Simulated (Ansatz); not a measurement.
This script drives Ansatz 0.2.0 through its Python package.

`bend_ch5bte.py`:
```python
import ansatz as az
from ase import Atoms


def main() -> None:
    atoms = Atoms(["C", "B", "Te", "H", "H", "H", "H", "H"], positions=[
        (-0.1741, 0.7813, -0.6526),
        (0.0528, 0.0744, 0.7043),
        (-0.6161, -2.0222, 0.9524),
        (-1.2412, 0.8669, -0.857),
        (0.1726, 1.8551, -0.6279),
        (0.2804, 0.2998, -1.4925),
        (0.6398, 0.6378, 1.5889),
        (0.978, -2.5503, 0.3286),
    ])

    first = az.Crystal.molecule_from_ase(atoms).calculation()
    first = first.basis(gaussian="def2-SVP")
    first = first.functional("pbe0")
    first = first.relax(force_tolerance=0.02, max_steps=80)
    atoms.positions = first.run(threads=1, pin="off").report["positions_ang"]

    rows = []
    for angle in [85, 95, 105, 115, 125, 140, 160]:
        bent = atoms.copy()
        bent.set_angle(1, 2, 7, angle, indices=[7])
        base = (
            az.Crystal.molecule_from_ase(bent).calculation()
            .basis(gaussian="def2-SVP")
            .correlation("mp2")
        )
        rows.append((angle, base.run(threads=1, pin="off").report["free_energy_ev"]))
    floor = min(e for _, e in rows)
    for angle, e in rows:
        print(f"angle B1-Te2-H7 = {angle:3d} deg   {1000 * (e - floor):9.1f} meV")


if __name__ == "__main__":
    main()
```

It is started by `python bend_ch5bte.py`. How long does it take on 1 thread of Arm Neoverse V2 (shared host), and how much memory does it need?

It took about 82 s, with a peak of 0.23 GiB, for 8 runs of the engine.

```console
$ python bend_ch5bte.py
angle B1-Te2-H7 =  85 deg        74.2 meV
angle B1-Te2-H7 =  95 deg         0.0 meV
angle B1-Te2-H7 = 105 deg        51.6 meV
angle B1-Te2-H7 = 115 deg       216.1 meV
angle B1-Te2-H7 = 125 deg       481.1 meV
angle B1-Te2-H7 = 140 deg      1034.5 meV
angle B1-Te2-H7 = 160 deg      1920.4 meV
```

The scan is rigid, and the energies are electronic, in a modest basis. The zero is the lowest point of the grid, which needn't be the minimum. def2 sets replace the cores of elements past krypton by effective core potentials. The start is relaxed with a density functional and scanned with the wavefunction method, so it isn't exactly that method's minimum.

(Lines on the test bed's own set-up are left out of the output.)
